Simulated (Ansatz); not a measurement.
# In3BiP2: the band gap up the ladder of functionals

One table from this session's results is given with a row withheld; the runs are named, their logs left out.

Program: Ansatz 0.2.0. PAW datasets, plane waves. Spin-unpolarised throughout. Whether this structure exists isn't addressed.

## Starting point

The cell was relaxed beforehand with r2SCAN.

The symmetry is Imm2 (No. 44, orthorhombic); conventional cell a = 4.356 Å, b = 13.105 Å, c = 6.185 Å, 29.42 Å³ an atom. Around P lie 4 In at 2.57–2.60 Å; around In lie 3 P at 2.57–2.60 Å and 1 Bi at 2.89 Å; around Bi lie 4 In at 2.85–2.89 Å; around In lie 2 P at 2.57 Å and 2 Bi at 2.85 Å.

The structure in full:

```
P In Bi
1.0
    -2.17819    6.55255    3.09233
     2.17819   -6.55255    3.09233
     2.17819    6.55255   -3.09233
P In Bi
2 3 1
Direct
  0.33148 0.00132 0.33016
  0.67116 0.00132 0.66984
  0.54824 0.73010 0.81814
  0.91196 0.73010 0.18186
  0.29203 0.79203 0.50000
  0.99513 0.99513 0.00000
```

Set-up of the first run:

The input, input.yaml:

```yaml
crystal:
  lattice:
    - [-2.1781853011, 6.5525514328, 3.092325689]
    - [2.1781853011, -6.5525514328, 3.092325689]
    - [2.1781853011, 6.5525514328, -3.092325689]
  atoms:
    - { symbol: P, position: [0.3314846918, 0.0013217592, 0.3301629327] }
    - { symbol: In, position: [0.5482431898, 0.7300997979, 0.8181433919] }
    - { symbol: P, position: [0.6711588265, 0.0013217592, 0.6698370673] }
    - { symbol: In, position: [0.911956406, 0.7300997979, 0.1818566081] }
    - { symbol: Bi, position: [-0.0048702594, -0.0048702594, 0.0] }
    - { symbol: In, position: [0.2920271453, 0.7920271453, 0.5] }
kpoints:
  mp_grid: { grid: [8, 8, 8] }
  band_path:
    path:
      - [[0.0, 0.0, 0.0], [0.5, -0.5, 0.5], [0.2776254128838, -0.2776254128838, 0.7223745871162]]
      - [[-0.2776254128838, 0.2776254128838, 0.2776254128838], [0.0, 0.0, 0.0], [0.3056787642918, 0.3056787642918, -0.3056787642918]]
      - [[0.6943212357082, -0.3056787642918, 0.3056787642918], [0.5, -0.5, 0.5]]
      - [[0.0, 0.0, 0.0], [5.074472667319e-17, 0.5, -5.074472667319e-17], [0.25, 0.25, 0.25], [0.5, 1.540523021248e-17, -1.540523021248e-17], [0.0, 0.0, 0.0], [2.403339497017e-17, -2.403339497017e-17, 0.5], [0.25, 0.25, 0.25]]
    npoints: 10
hamiltonian:
  xc: pbe
scf:
  occupations: { method: fermi_dirac, width: 0.02 }
  n_extra_bands: 5
output:
  forces: true
  stress: true
  eigenvalues: true
  write_density: true
  write_potential: true
  elf: true
  volumetric_format: npy
```

Command:

```console
ansatz run input.yaml --threads 2 --pin off --max-ram 20275MiB --backend cpu --events-out ev --progress --plain --runs-dir out
```

Among the steps run: PBE bands along the symmetry lines; r2SCAN; HSE06; PBE+SOC at the same geometry.

One of the session's tables, all rows but one given; the rest of the session is left out.

```
  level  gap (eV)
    PBE     -0.03
 r2SCAN     -0.03
  HSE06      0.00
PBE+SOC         ?
```

Estimate the missing values for PBE+SOC.

**Answer.** gap (eV): 0.19. In the column «gap (eV)» it is the highest.

Meshes: PBE 8×8×8, r2SCAN 8×8×8, HSE06 4×4×4, PBE+SOC 8×8×8

PBE finds no gap, while PBE+SOC opens one of up to 0.19 eV: the level of theory decides whether this is called a metal.

Limits of these values: Warnings in the runs' records: stress scf threshold loose, filled band counts differ across k points, stress exchange threshold loose.
